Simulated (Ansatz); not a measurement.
This was printed by a script on the Ansatz DFT code, driven from Python, for a geometry optimisation of BGeH₆N, SMILES N[BH][GeH3]. What did the script look like? Level of theory: MP2, def2-SVP basis, multiplicity 1.

```xyz
9

N    -1.0466    0.6319   -1.1386
B     0.0017    0.7425   -0.1036
Ge    0.4689   -0.9034    0.9344
H    -0.6936    0.0297   -1.8965
H    -1.1618    1.6146   -1.6079
H     0.5661    1.7799    0.1079
H     2.0216   -1.2391    0.7075
H    -0.3411   -2.0762    0.4793
H     0.2734   -0.6263    2.5004
```

Output of `python run_opt.py`:
```text
step   1  E = -58726.402926 eV  largest force component 3.2607 eV/A
step   2  E = -58726.952144 eV  largest force component 2.3418 eV/A
step   3  E = -58727.275224 eV  largest force component 1.0284 eV/A
step   4  E = -58727.359692 eV  largest force component 0.8066 eV/A
step   5  E = -58727.445860 eV  largest force component 0.3549 eV/A
step   6  E = -58727.458019 eV  largest force component 0.0679 eV/A
step   7  E = -58727.458772 eV  largest force component 0.0290 eV/A
step   8  E = -58727.459081 eV  largest force component 0.0231 eV/A
step   9  E = -58727.459106 eV  largest force component 0.0098 eV/A
E = -58727.459106 eV = -2158.1943152 Ha
converged: True  doubts: none
final positions (A) and the move of each atom
N    -0.79274    0.75834   -1.23138    0.2984
B     0.07383    0.82221   -0.14422    0.1149
Ge    0.54255   -0.89239    0.91643    0.0766
H    -1.22678   -0.09778   -1.55557    0.6456
H    -1.04946    1.57505   -1.77494    0.2051
H     0.53009    1.90123    0.14556    0.1320
H     2.04263   -1.20283    0.88097    0.1785
H    -0.18529   -2.12242    0.35127    0.2069
H     0.15377   -0.78782    2.39477    0.2271
```

The script that was run (others could print the same):

`run_opt.py`:
```python
'''Relax the BGeH6N molecule.'''

import ansatz
from ase import Atoms
import numpy as np

SETTINGS = {
    'basis_set': 'def2-SVP',
    'method': 'mp2',
}

atoms = Atoms(['N', 'B', 'Ge', 'H', 'H', 'H', 'H', 'H', 'H'], positions=[
    (-1.0466, 0.6319, -1.1386),
    (0.0017, 0.7425, -0.1036),
    (0.4689, -0.9034, 0.9344),
    (-0.6936, 0.0297, -1.8965),
    (-1.1618, 1.6146, -1.6079),
    (0.5661, 1.7799, 0.1079),
    (2.0216, -1.2391, 0.7075),
    (-0.3411, -2.0762, 0.4793),
    (0.2734, -0.6263, 2.5004),
])
bgeh6n = ansatz.Crystal.molecule_from_ase(atoms)

model = (
    bgeh6n.calculation()
    .basis(gaussian=SETTINGS['basis_set'])
    .correlation(SETTINGS['method'])
    .accuracy('medium')
    .scf(lower_state_search='off')
)
symbols = [site.symbol for site in bgeh6n.cartesian_sites]
start = np.array([site.position_ang for site in bgeh6n.cartesian_sites], dtype=float)
def progress(event):
    if event['event'] == 'relax_step':
        row = event['data']
        print(f'step {row["step"]:3d}  E = {row["lagrangian_ev"]:.6f} eV  largest force component {row["allowed_force_max_ev_ang"]:.4f} eV/A')


r = model.relax(force_tolerance=0.01).session().plan().execute(on_event=progress).report
end = np.array(r['positions_ang'])

print(f'E = {r["free_energy_ev"]:.6f} eV = {r["free_energy_ev"] / 27.211386246:.7f} Ha')
print('converged:', r['converged'], ' doubts:', r['published_state_doubts'] or 'none')

print('final positions (A) and the move of each atom')
for symbol, xyz, old in zip(symbols, end, start):
    print(f'{symbol:2s} {xyz[0]:10.5f} {xyz[1]:10.5f} {xyz[2]:10.5f}   {np.linalg.norm(xyz - old):7.4f}')
```

Caveats:
- These settings explore the input space; basis and method may be short of convergence.
- The end point is the stationary point reached from this start; no frequency run checks that it is a minimum, and the basis set is modest.
- Run time: 33 s on 1 thread of Arm Neoverse V2, on a shared host, peak memory 0.28 GiB.
